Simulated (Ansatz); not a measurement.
**TaWC2 under changes of volume**

One of the cells (10.916 Å³/atom); the others are scaled copies at fixed shape and fractional positions:

```xyz
4
Lattice="1.5719 0.9075 5.1016 -1.5719 0.9075 5.1016 0.0000 -1.8150 5.1016" Properties=species:S:1:pos:R:3 pbc="T T T"
W     0.0000    0.0000    0.0000
Ta    0.0000    0.0000    7.6524
C     0.0000    0.0000    3.8405
C     0.0000    0.0000   11.4644
```

The cell comes from a database or a generator and needn't be the stable form of this composition.

| Quantity | Value |
| --- | --- |
| Program | Ansatz 0.2.0 |
| Functional | LDA |
| Potentials or basis | Ansatz PAW |
| Cutoff | 420 eV (not typed: the program's choice for these potentials) |
| k mesh | 10 × 10 × 10 |
| Occupations | fermi-dirac, width 0.05 eV |
| Spin | no spin polarisation |

| volume (Å³/atom) | energy over the lowest point (meV/atom) | pressure (GPa) | largest force (eV/Å) |
| --- | --- | --- | --- |
| 10.261 | 1.61 | 5.4 | 0.095 |
| 10.479 | 0.00 | -2.8 | 0.091 |
| 10.698 | ? | ? | ? |
| 10.916 | 27.24 | -16.6 | 0.082 |
| 11.134 | 54.01 | -22.5 | 0.077 |
| 11.353 | 88.33 | -27.7 | 0.072 |
| 11.571 | 129.41 | -32.4 | 0.068 |

Problem. What does the run at 10.698 Å³/atom give?

Solution. Energy over the lowest point 8.92 meV/atom; pressure -10.1 GPa; largest force 0.086 eV/Å.

Worked out: A Birch-Murnaghan fit of order 3 (a polynomial in V^(-2/3)) to the other rows has its minimum at 10.40 Å³/atom with B0 = V·E''(V) = 382 GPa and B' = 4.3 at fixed shape and positions, which overstates the stiffness. It gives 8.95 meV/atom at 10.698 Å³/atom, against the run's 8.92, and -dE/dV = -10.1 GPa, against -10.1.

Energies are extrapolated to zero smearing.

Caveats: the PAW data sets come from PBE, with cores solved anew for the run's functional, which leaves a small shift of forces and pressure.
